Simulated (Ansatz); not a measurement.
# AlBrF₂ + H₂: a complex and its separated parts, part 2 of 2

Ansatz 0.2.0, Gaussian basis. Earlier steps stand in the parts before.

### Step 14. wB97X-V/def2-TZVPP

The inputs:

parta/in.yaml

```yaml
crystal:
  periodic: [false, false, false]
  atoms:
    - {symbol: Al, position_ang: [-0.053028, -0.704616, 0.235948]}
    - {symbol: Br, position_ang: [2.159918, -0.788032, 0.151012]}
    - {symbol: F, position_ang: [-0.950941, -1.115066, -1.062925]}
    - {symbol: F, position_ang: [-0.815537, -0.233834, 1.599303]}
basis:
  gaussian: {orbitals: def2-TZVPP}
hamiltonian: {xc: {name: wB97X-V}}
```

partb/in.yaml

```yaml
crystal:
  periodic: [false, false, false]
  atoms:
    - {symbol: H, position_ang: [0.202213, 1.427088, -0.482711]}
    - {symbol: H, position_ang: [-0.542626, 1.414459, -0.440625]}
basis:
  gaussian: {orbitals: def2-TZVPP}
hamiltonian: {xc: {name: wB97X-V}}
```

Each run has its own folder and the same command.

Started as:

```sh
$ ansatz run in.yaml --threads 4 --pin off --events-out ev --progress --plain --max-ram 9574MiB
```

Log of parta, shortened:

```text
Functional definition: wB97X-V
  name "wB97X-V"
  cite "Mardirossian & Head-Gordon, Phys. Chem. Chem. Phys. 16, 9904 (2014) doi:10.1039/C3CP54374A"
  cite "Becke, J. Chem. Phys. 107, 8554 (1997) doi:10.1063/1.475007"
  cite "Vydrov & Van Voorhis, J. Chem. Phys. 133, 244103 (2010) doi:10.1063/1.3521275"
[...]
      + integral(e_c_pw_opposite_spin*poly(b97_u_opposite, cos0, cos1)) + vv10(b, c)
1013 factors; their error is unknown
168 factors; integrals over basis functions are off by at most 6.3e-5 eV
[...]
mean field -82076.33957287 eV, -3016.2498459620 hartree, gradient 3.1e-5 eV, S^2 0.000000; 0 other end points of the search recorded, 0 dependent functions left out
reference -82076.33957114 eV, -3016.2498458982 hartree; 33, 33 occupied and 119, 119 virtual orbitals, 1013 factors
Total energy: -82076.33957114 eV, -3016.2498458982 hartree
```

Log of partb, shortened:

```text
[... 5 set-up lines as earlier in the session ...]
[...]
      + integral(e_c_pw_opposite_spin*poly(b97_u_opposite, cos0, cos1)) + vv10(b, c)
118 factors; their error is unknown
42 factors; integrals over basis functions are off by at most 3.0e-5 eV
[...]
mean field -31.90860351 eV, -1.1726195505 hartree, gradient 8.8e-5 eV, S^2 0.000000; 0 other end points of the search recorded, 0 dependent functions left out
reference -31.90860251 eV, -1.1726195138 hartree; 1, 1 occupied and 27, 27 virtual orbitals, 118 factors
Total energy: -31.90860251 eV, -1.1726195138 hartree
```

Wall times: 4.9 s (parta), 0.25 s (partb) on 4 threads of Arm Neoverse N1, shared host.

### Step 15. wB97M-V/def2-TZVPP

The same edit goes into each in.yaml of step 14 (parta, partb):

```diff
-hamiltonian: {xc: {name: wB97X-V}}
+hamiltonian: {xc: {name: wB97M-V}}
```

One command serves all of them, each in its own folder.

Started as:

```sh
$ ansatz run in.yaml --threads 4 --pin off --events-out ev --progress --plain --max-ram 9574MiB
```

Log of parta, shortened:

```text
Functional definition: wB97M-V
  name "wB97M-V"
  cite "Mardirossian & Head-Gordon, J. Chem. Phys. 144, 214110 (2016) doi:10.1063/1.4952647"
[... 2 set-up lines as earlier in the session ...]
  # Of w^i u^j: cxij and so on, Table III.
[...]
  gx(w, u) = 1 - cx + cx01*u + cx10*w
[...]
      + integral(e_c_pw_mod_opposite_spin*gos(b97_w_opposite, b97_u_opposite)) + vv10(b, c)
992 factors; their error is unknown
168 factors; integrals over basis functions are off by at most 6.3e-5 eV
[...]
mean field -82080.29693967 eV, -3016.3952765094 hartree, gradient 4.2e-6 eV, S^2 0.000000; 0 other end points of the search recorded, 0 dependent functions left out
reference -82080.29698221 eV, -3016.3952780727 hartree; 33, 33 occupied and 119, 119 virtual orbitals, 992 factors
Total energy: -82080.29698221 eV, -3016.3952780727 hartree
```

partb printed, shortened:

```text
[... 5 set-up lines as earlier in the session ...]
  # Of w^i u^j: cxij and so on, Table III.
[...]
  gx(w, u) = 1 - cx + cx01*u + cx10*w
[...]
      + integral(e_c_pw_mod_opposite_spin*gos(b97_w_opposite, b97_u_opposite)) + vv10(b, c)
118 factors; their error is unknown
42 factors; integrals over basis functions are off by at most 3.0e-5 eV
[...]
mean field -31.60112244 eV, -1.1613198297 hartree, gradient 7.4e-6 eV, S^2 0.000000; 0 other end points of the search recorded, 0 dependent functions left out
reference -31.60114670 eV, -1.1613207211 hartree; 1, 1 occupied and 27, 27 virtual orbitals, 118 factors
Total energy: -31.60114670 eV, -1.1613207211 hartree
```

Wall times: 7 s (parta), 0.25 s (partb) on 4 threads of Arm Neoverse N1, shared host.

### Step 16. B2PLYP/def2-TZVPP

Each input of step 15 (parta, partb) changes in the same lines:

```diff
-hamiltonian: {xc: {name: wB97M-V}}
+hamiltonian: {xc: {name: B2PLYP}}
```

Each run has its own folder and the same command.

Started as:

```sh
$ ansatz run in.yaml --threads 4 --pin off --events-out ev --progress --plain --max-ram 9574MiB
```

Output in parta, shortened:

```text
Functional definition: B2PLYP
  name "B2PLYP"
  cite "Grimme, J. Chem. Phys. 124, 034108 (2006) doi:10.1063/1.2148954"
[... 2 set-up lines as earlier in the session ...]
[...]
998 factors; integrals over basis functions are off by at most 1.1e-3 eV
[...]
mean field -82062.22113925 eV, -3015.7310030963 hartree, gradient 2.4e-6 eV, S^2 0.000000; 0 other end points of the search recorded, 0 dependent functions left out
16 core orbitals not correlated: weight in the atoms' cores, before any rotation towards them, 1.000 or more for the frozen orbitals, at most 0.000 for the correlated occupied ones
reference -82062.22127615 eV, -3015.7310081272 hartree; 17, 17 occupied and 119, 119 virtual orbitals, 998 factors
second order -27.13695232 eV of doubles, -0.00000000 eV of singles
Total energy: -82069.54825328 eV, -3016.0002695702 hartree
```

Output in partb, shortened:

```text
[... 5 set-up lines as earlier in the session ...]
[...]
145 factors; integrals over basis functions are off by at most 7.3e-4 eV
[...]
mean field -31.55850244 eV, -1.1597535735 hartree, gradient 1.0e-6 eV, S^2 0.000000; 0 other end points of the search recorded, 0 dependent functions left out
reference -31.55859185 eV, -1.1597568594 hartree; 1, 1 occupied and 27, 27 virtual orbitals, 145 factors
second order -1.02365546 eV of doubles, -0.00000000 eV of singles
Total energy: -31.83497883 eV, -1.1699138934 hartree
```

They took 3.6 s (parta), 0.15 s (partb) on 4 threads of Arm Neoverse N1, shared host.

### Step 17. PBE-QIDH/def2-TZVPP

The same edit goes into each in.yaml of step 16 (parta, partb):

```diff
-hamiltonian: {xc: {name: B2PLYP}}
+hamiltonian: {xc: {name: PBE-QIDH}}
```

The same command starts each run, in its folder.

Started as:

```sh
$ ansatz run in.yaml --threads 4 --pin off --events-out ev --progress --plain --max-ram 9574MiB
```

Log of parta, shortened:

```text
Functional definition: PBE-QIDH
  name "PBE-QIDH"
  cite "Brémond, Sancho-García, Pérez-Jiménez & Adamo, J. Chem. Phys. 141, 031101 (2014) doi:10.1063/1.4890314"
[... 1 set-up line as earlier in the session ...]
[...]
998 factors; integrals over basis functions are off by at most 1.1e-3 eV
[...]
mean field -82049.60397933 eV, -3015.2673310213 hartree, gradient 4.1e-6 eV, S^2 0.000000; 0 other end points of the search recorded, 0 dependent functions left out
16 core orbitals not correlated: weight in the atoms' cores, before any rotation towards them, 1.000 or more for the frozen orbitals, at most 0.000 for the correlated occupied ones
reference -82049.60398960 eV, -3015.2673313986 hartree; 17, 17 occupied and 119, 119 virtual orbitals, 998 factors
second order -25.37124958 eV of doubles, -0.00000000 eV of singles
Total energy: -82058.06107279 eV, -3015.5781234736 hartree
```

Output in partb, shortened:

```text
[... 4 set-up lines as earlier in the session ...]
[...]
145 factors; integrals over basis functions are off by at most 7.3e-4 eV
[...]
mean field -31.52726255 eV, -1.1586055288 hartree, gradient 1.4e-6 eV, S^2 0.000000; 0 other end points of the search recorded, 0 dependent functions left out
reference -31.52726897 eV, -1.1586057647 hartree; 1, 1 occupied and 27, 27 virtual orbitals, 145 factors
second order -0.95919922 eV of doubles, -0.00000000 eV of singles
Total energy: -31.84700204 eV, -1.1703557384 hartree
```

Wall times: 3.6 s (parta), 0.15 s (partb) on 4 threads of Arm Neoverse N1, shared host.

### Step 18. RPA on PBE/def2-TZVPP

Each input of step 17 (parta, partb) changes in the same lines:

```diff
-hamiltonian: {xc: {name: PBE-QIDH}}
+hamiltonian: {xc: pbe}
+correlation: {method: rpa}
```

The same command starts each run, in its folder.

Started as:

```sh
$ ansatz run in.yaml --threads 4 --pin off --events-out ev --progress --plain --max-ram 9574MiB
```

Output in parta, shortened:

```text
[... 4 set-up lines as earlier in the session ...]
[...]
998 factors; integrals over basis functions are off by at most 1.1e-3 eV
[...]
mean field -82066.28059250 eV, -3015.8801852514 hartree, gradient 3.4e-6 eV, S^2 0.000000; 0 other end points of the search recorded, 0 dependent functions left out
16 core orbitals not correlated: weight in the atoms' cores, before any rotation towards them, 0.999 or more for the frozen orbitals, at most 0.000 for the correlated occupied ones
reference -82001.33008375 eV, -3013.4932980801 hartree; 17, 17 occupied and 119, 119 virtual orbitals, 998 factors
Total energy: -82035.27808958 eV, -3014.7408642834 hartree
```

Output in partb, shortened:

```text
[... 4 set-up lines as earlier in the session ...]
[...]
145 factors; integrals over basis functions are off by at most 7.3e-4 eV
[...]
mean field -31.73221130 eV, -1.1661372565 hartree, gradient 1.4e-6 eV, S^2 0.000000; 0 other end points of the search recorded, 0 dependent functions left out
reference -30.80641762 eV, -1.1321149663 hartree; 1, 1 occupied and 27, 27 virtual orbitals, 145 factors
Total energy: -32.86230707 eV, -1.2076675098 hartree
```

Wall times: 2.9 s (parta), 0.15 s (partb) on 4 threads of Arm Neoverse N1, shared host.

### Step 19. CCSD(T)/def2-TZVPP

Each input of step 18 (parta, partb) changes in the same lines:

```diff
-hamiltonian: {xc: pbe}
-correlation: {method: rpa}
+correlation: {method: ccsd_t}
```

One command serves all of them, each in its own folder.

Started as:

```sh
$ ansatz run in.yaml --threads 4 --pin off --events-out ev --progress --plain --max-ram 9574MiB
```

Output in parta, shortened:

```text
Functional definition: HF
  name "HF"
  cite "Fock, Z. Phys. 61, 126 (1930) doi:10.1007/BF01340294"
[... 1 set-up line as earlier in the session ...]
[...]
998 factors; integrals over basis functions are off by at most 1.1e-3 eV
[...]
mean field -82002.76731821 eV, -3013.5461154723 hartree, gradient 1.3e-6 eV, S^2 0.000000; 0 other end points of the search recorded, 0 dependent functions left out
16 core orbitals not correlated: weight in the atoms' cores, before any rotation towards them, 0.999 or more for the frozen orbitals, at most 0.000 for the correlated occupied ones
reference -82002.76731821 eV, -3013.5461154723 hartree; 17, 17 occupied and 119, 119 virtual orbitals, 998 factors
second order -22.92527747 eV of doubles, -0.00000000 eV of singles
cycle   1  -22.54495755 eV  change    3.8e-1 eV  update   9.3e-2
[...]
cycle   9  -23.04394243 eV  change   -7.4e-6 eV  update   7.8e-6
perturbative correction -0.68694537 eV, -0.0252447766 hartree
Total energy: -82026.49820600 eV, -3014.4182095132 hartree
```

Log of partb, shortened:

```text
[... 4 set-up lines as earlier in the session ...]
[...]
145 factors; integrals over basis functions are off by at most 7.3e-4 eV
[...]
mean field -30.82772038 eV, -1.1328978282 hartree, gradient 4.2e-7 eV, S^2 0.000000; 0 other end points of the search recorded, 0 dependent functions left out
reference -30.82772038 eV, -1.1328978282 hartree; 1, 1 occupied and 27, 27 virtual orbitals, 145 factors
second order -0.86257123 eV of doubles, -0.00000000 eV of singles
cycle   1  -1.00722362 eV  change   -1.4e-1 eV  update   2.6e-2
[...]
cycle   7  -1.07306789 eV  change    5.7e-7 eV  update   4.2e-7
perturbative correction 0.00000000 eV, 0.0000000000 hartree
Total energy: -31.90078827 eV, -1.1723323458 hartree
```

Wall times: 14 s (parta), 0.15 s (partb) on 4 threads of Arm Neoverse N1, shared host; peak memory 0.77 GiB.

### Step 20. Vibrations of AlBrF₂

Input file vib-parta/in.yaml:

```yaml
crystal:
  periodic: [false, false, false]
  atoms:
    - {symbol: Al, position_ang: [-0.053028, -0.704616, 0.235948]}
    - {symbol: Br, position_ang: [2.159918, -0.788032, 0.151012]}
    - {symbol: F, position_ang: [-0.950941, -1.115066, -1.062925]}
    - {symbol: F, position_ang: [-0.815537, -0.233834, 1.599303]}
basis:
  gaussian: {orbitals: def2-TZVP}
hamiltonian: {xc: pbe0, dispersion: d4}
phonons: {temperatures: {t_min: 298.15, t_max: 900, t_step: 200}}
```

Started as:

```sh
$ ansatz run in.yaml --threads 4 --pin off --events-out ev --progress --plain --max-ram 9574MiB
```

What it wrote, shortened:

```text
[... 5 set-up lines as earlier in the session ...]
[...]
1004 factors; their error is unknown
[...]
mean field -82069.29853187 eV, -3015.9910924777 hartree, gradient 3.0e-5 eV, S^2 0.000000; 0 other end points of the search recorded, 0 dependent functions left out
[...]
Atom 1 at     2.159918    -0.788032     0.151012 Å, force    -0.002245     0.001085    -0.000245 eV/Å
Atom 2 at    -0.950941    -1.115066    -1.062925 Å, force     0.003187     0.000858    -0.001648 eV/Å
Atom 3 at    -0.815537    -0.233834     1.599303 Å, force     0.003297     0.001573     0.000514 eV/Å
Dipole moment:     0.143065    -0.004332    -0.005842 e Å
Vibrations: 161.01 212.70 251.34 413.37 818.58 949.29 cm⁻¹, zero-point energy 0.173969 eV
```

Run time: 29 s. Hardware: 4 threads of Arm Neoverse N1, shared host.

Wavenumbers and character of the modes:

| mode | wavenumber (cm⁻¹) | character |
| --- | --- | --- |
| 1 | 161 | bend |
| 2 | 213 | bend |
| 3 | 251 | out-of-plane bend |
| 4 | 413 | Al–Br stretch |
| 5 | 819 | Al–F stretch |
| 6 | 949 | Al–F stretch |

Vibrational sums (real modes only):

| T (K) | entropy (J/mol/K) | heat capacity (J/mol/K) |
| --- | --- | --- |
| 298 | 31.4 | 33.3 |
| 498 | 50.7 | 41.5 |
| 698 | 65.4 | 45.1 |
| 898 | 77.0 | 46.8 |

### Step 21. Vibrations of H₂

Input file vib-partb/in.yaml:

```yaml
crystal:
  periodic: [false, false, false]
  atoms:
    - {symbol: H, position_ang: [0.202213, 1.427088, -0.482711]}
    - {symbol: H, position_ang: [-0.542626, 1.414459, -0.440625]}
basis:
  gaussian: {orbitals: def2-TZVP}
hamiltonian: {xc: pbe0, dispersion: d4}
phonons: {temperatures: {t_min: 298.15, t_max: 900, t_step: 200}}
```

Started as:

```sh
$ ansatz run in.yaml --threads 4 --pin off --events-out ev --progress --plain --max-ram 9574MiB
```

What it wrote, shortened:

```text
[... 5 set-up lines as earlier in the session ...]
[...]
88 factors; their error is unknown
[...]
mean field -31.78865275 eV, -1.1682114414 hartree, gradient 1.8e-5 eV, S^2 0.000000; 0 other end points of the search recorded, 0 dependent functions left out
[...]
reference -31.78855749 eV, -1.1682079408 hartree; 1, 1 occupied and 11, 11 virtual orbitals, 88 factors
Total energy: -31.79027516 eV, -1.1682710637 hartree
Atom 0 at     0.202213     1.427088    -0.482711 Å, force    -0.000622    -0.000011     0.000035 eV/Å
Atom 1 at    -0.542626     1.414459    -0.440625 Å, force     0.000622     0.000011    -0.000035 eV/Å
Dipole moment:     0.000000     0.000000    -0.000000 e Å
Vibrations: 4414.83 cm⁻¹, zero-point energy 0.273684 eV
```

It took 0.3 s on 4 threads of Arm Neoverse N1, shared host.

The modes, with what each moves most:

| mode | wavenumber (cm⁻¹) | character |
| --- | --- | --- |
| 1 | 4415 | H–H stretch |

Vibrational sums (real modes only):

| T (K) | entropy (J/mol/K) | heat capacity (J/mol/K) |
| --- | --- | --- |
| 298 | 0.0 | 0.0 |
| 498 | 0.0 | 0.0 |
| 698 | 0.0 | 0.1 |
| 898 | 0.1 | 0.4 |

### Step 22. Complex less separated parts

The complex's own energies come from single points at the same levels.

Rows are in def2-TZVPP; times add the 3 runs of a level on a shared host, so small differences are noise.

Differences are taken before rounding.

| method | rung | complex less parts (eV) | from CCSD(T) (eV) | time |
| --- | --- | --- | --- | --- |
| SPW92 | LDA | -0.337 | -0.199 | 2.1 s |
| PBE-D4 | GGA | -0.176 | -0.037 | 3.4 s |
| BLYP-D4 | GGA | -0.093 | +0.045 | 3.6 s |
| r2SCAN-D4 | meta-GGA | -0.183 | -0.045 | 8.2 s |
| B97M-V | meta-GGA | -0.142 | -0.004 | 15 s |
| PBE0-D4 | hybrid | -0.188 | -0.049 | 4.8 s |
| B3LYP-D4 | hybrid | -0.125 | +0.013 | 5.3 s |
| r2SCAN0-D4 | hybrid | -0.196 | -0.057 | 10 s |
| BHLYP-D4 | hybrid | -0.151 | -0.012 | 5 s |
| CAM-B3LYP-D4 | range-separated hybrid | -0.155 | -0.017 | 5.6 s |
| wB97X-V | range-separated hybrid | -0.172 | -0.034 | 13 s |
| wB97M-V | range-separated hybrid | -0.172 | -0.033 | 16 s |
| B2PLYP | double hybrid | -0.108 | +0.031 | 8.5 s |
| PBE-QIDH | double hybrid | -0.170 | -0.032 | 8.7 s |
| RPA on PBE | RPA | -0.097 | +0.042 | 7.2 s |
| Hartree-Fock | wavefunction | -0.044 | +0.094 |  |
| MP2 | wavefunction | -0.134 | +0.004 |  |
| CCSD | wavefunction | -0.128 | +0.010 |  |
| CCSD(T) | wavefunction | -0.138 | 0 | 92 s |

Among the levels timed on like hardware and quicker than the yardstick, those that no quicker one beats, quickest first: SPW92 (2.1 s, -0.199 eV); PBE-D4 (3.4 s, -0.037 eV); BHLYP-D4 (5 s, -0.012 eV); B97M-V (15 s, -0.004 eV).

For cost: B97M-V gets within 0.004 eV in 15 s, where CCSD(T) took 92 s; the quickest level in the cost chart, SPW92, takes 2.1 s and misses by 0.199 eV.

The complex's zero-point energy, from a separate PBE0-D4 run, is 0.541 eV.

### Step 23. Results

This closing draws on all 2 parts.

| quantity | value |
| --- | --- |
| complex less parts, CCSD(T)/def2-TZVPP | -0.138 eV |
| with zero-point energy | -0.045 eV |
| largest T1 diagnostic | 0.010 |

What this shows: At CCSD(T) the complex lies 0.138 eV below its parts. B97M-V is the best functional here (-0.004 eV from CCSD(T)); SPW92 is the worst (-0.199 eV). By rung, the mean size of the error is: LDA 0.199, GGA 0.041, meta-GGA 0.024, hybrid 0.033, range-separated hybrid 0.028, double hybrid 0.031 eV. PBE-D4 gives a relative energy 0.037 eV too low, inside chemical accuracy (1 kcal/mol, 0.043 eV). The complex's frequency run has imaginary modes: the structure is no minimum, so both the energy and the zero-point correction are in doubt. No counterpoise was applied, and triple zeta lacks some correlation, so the CCSD(T) reference has a basis error of its own, and close matches with it are partly luck.
